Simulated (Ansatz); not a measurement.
# FHSSn (SMILES [F][Sn][SH]): single points off equilibrium

One table from this session's results is given with a row withheld; the runs are named, their logs left out.

Method: single points in def2-TZVPP; program: Ansatz 0.2.0, Gaussian basis.

Cores are frozen in the correlated methods. Filled d shells of the heavier atoms are correlated. Core potentials replace the inner electrons past krypton, and spin-orbit coupling is left out.

## Starting geometry

4 atoms, charge 0, spin multiplicity 1.

Atoms are counted from 1 here; the program's logs count them from 0.

Bond lengths: F1–Sn2 2.033 Å, Sn2–S3 2.392 Å, S3–H4 1.331 Å. Angles: F1–Sn2–S3 95.1°, Sn2–S3–H4 93.3°.

Coordinates:

| atom | x (Å) | y (Å) | z (Å) |
| --- | --- | --- | --- |
| F1 | -1.6776 | -0.5660 | 0.2250 |
| Sn2 | -0.6226 | 1.1300 | 0.6036 |
| S3 | 1.4429 | 0.2932 | -0.2667 |
| H4 | 0.9197 | -0.8894 | -0.5810 |

The first run:

Input file run/in.yaml:

```yaml
crystal:
  periodic: [false, false, false]
  atoms:
    - {symbol: F, position_ang: [-1.677600, -0.566000, 0.225000]}
    - {symbol: Sn, position_ang: [-0.622600, 1.130000, 0.603600]}
    - {symbol: S, position_ang: [1.442900, 0.293200, -0.266700]}
    - {symbol: H, position_ang: [0.919700, -0.889400, -0.581000]}
basis:
  gaussian: {orbitals: def2-TZVPP}
correlation: {method: ccsd_t}
output: {forces: true}
```

No record of the launch command was kept for these runs.

Among the steps run: CCSD(T)/def2-TZVPP; PBE0-D4/def2-TZVPP; wB97M-V/def2-TZVPP; r2SCAN-D4/def2-TZVPP; PBE-D4/def2-TZVPP; BLYP-D4/def2-TZVPP; revPBE-D4/def2-TZVPP.

One of the session's tables, all rows but one given; the rest of the session is left out.

```
   method  RMS force component (eV/Å)  angle to CCSD(T) forces (°)  dipole (D)
  CCSD(T)                       0.651                    reference        2.57
  PBE0-D4                       0.600                          4.6        2.53
  wB97M-V                       0.597                          2.9        2.60
r2SCAN-D4                           ?                            ?           ?
   PBE-D4                       0.526                         30.6        2.33
  BLYP-D4                       0.534                         45.1        2.42
revPBE-D4                       0.518                         37.7        2.32
```

Q: Estimate the row for r2SCAN-D4 from the others.

The run gave: RMS force component (eV/Å): 0.593; angle to CCSD(T) forces (°): 7.7; dipole (D): 2.37. In the column «RMS force component (eV/Å)» it lies between BLYP-D4 (0.534) and wB97M-V (0.597).
